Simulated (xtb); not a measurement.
**GFN2-xTB run of C7H9N (3,4-Dimethylpyridine)**

Aim: a geometry optimisation of C7H9N (3,4-Dimethylpyridine). 

The calculation is run with xtb 6.7.1 later snapshot.

## Step 1: The molecule

C7H9N: 17 atoms, total charge 0, spin state singlet. SMILES: `Cc1ccncc1C`. All atoms were displaced at random from a relaxed shape. The run starts from this shape.

Some bond lengths: C1–C2 1.452 Å, C2–C3 1.471 Å, C3–C4 1.290 Å, C4–N5 1.406 Å, N5–C6 1.382 Å, C2–C7 1.424 Å, C6–C7 1.369 Å, C7–C8 1.503 Å, C1–H9 1.011 Å, C1–H10 1.121 Å, C1–H11 1.113 Å, C3–H12 1.039 Å, C4–H13 1.219 Å, C6–H14 1.020 Å, C8–H15 1.157 Å, C8–H16 1.045 Å. Some angles: C1–C2–C3 121.1°, C1–C2–C7 117.2°, C3–C2–C7 120.6°, C2–C3–C4 111.0°, C3–C4–N5 134.2°, C4–N5–C6 111.9°, N5–C6–C7 123.0°, C2–C7–C6 119.2°, C2–C7–C8 121.7°, C6–C7–C8 119.0°. A long bond or contact: C4–C7 2.657 Å.

## Step 2: A structure relaxation at GFN2-xTB

Contents of xtb.inp:

```
$chrg 0
$spin 0
$opt
   engine=lbfgs
$end
```

Contents of geom.xyz:

```xyz
17
C7H9N
C      0.794980    -1.705260     0.194330
C      0.531680    -0.339500    -0.222020
C      1.597370     0.501860    -0.787550
C      1.213960     1.729920    -0.882790
N      0.018470     2.409110    -0.586850
C     -0.943700     1.559630    -0.074910
C     -0.709620     0.234210     0.176230
C     -1.789850    -0.587640     0.821460
H      0.694090    -2.002450     1.155310
H      1.796620    -2.050480    -0.172450
H      0.131450    -2.352300    -0.422260
H      2.514530     0.023010    -0.877880
H      2.001360     2.509680    -1.390060
H     -1.774140     2.105830     0.155300
H     -2.715440     0.085610     0.987670
H     -2.117280    -1.298620     0.129860
H     -1.479290    -0.900930     1.732860
```

Command:

```console
xtb geom.xyz -o tight -I xtb.inp --gfn2 -P 1 | tee run.log
```

What values should one expect? Wanted: total energy at the end; dipole moment; HOMO energy; LUMO energy; HOMO–LUMO gap; dispersion energy; mean polarisability.

Computed results:

Level: GFN2-xTB.

| quantity | value |
| --- | --- |
| total energy at the end | -22.49386 Eh |
| dipole moment | 3.09 D |
| HOMO energy | -9.79 eV |
| LUMO energy | -6.47 eV |
| HOMO–LUMO gap | 3.33 eV |
| dispersion energy | -33.48 kJ/mol |
| mean polarisability (D4 model) | 86.3 bohr³ |

At the final geometry: Some bond lengths: C1–C2 1.496 Å, C2–C3 1.389 Å, C3–C4 1.385 Å, C4–N5 1.321 Å, N5–C6 1.321 Å, C2–C7 1.399 Å, C6–C7 1.390 Å, C7–C8 1.496 Å, C1–H9 1.090 Å, C1–H10 1.087 Å, C1–H11 1.090 Å, C3–H12 1.080 Å, C4–H13 1.082 Å, C6–H14 1.083 Å, C8–H15 1.087 Å, C8–H16 1.090 Å. Some angles: C1–C2–C3 121.1°, C1–C2–C7 121.1°, C3–C2–C7 117.9°, C2–C3–C4 119.3°, C3–C4–N5 123.1°, C4–N5–C6 117.7°, N5–C6–C7 124.4°, C2–C7–C6 117.6°, C2–C7–C8 121.5°, C6–C7–C8 121.0°. The optimisation took 9 steps and changed the energy by -1.732 eV. Mulliken charges run from -0.23 on N5 to +0.05 on C4.
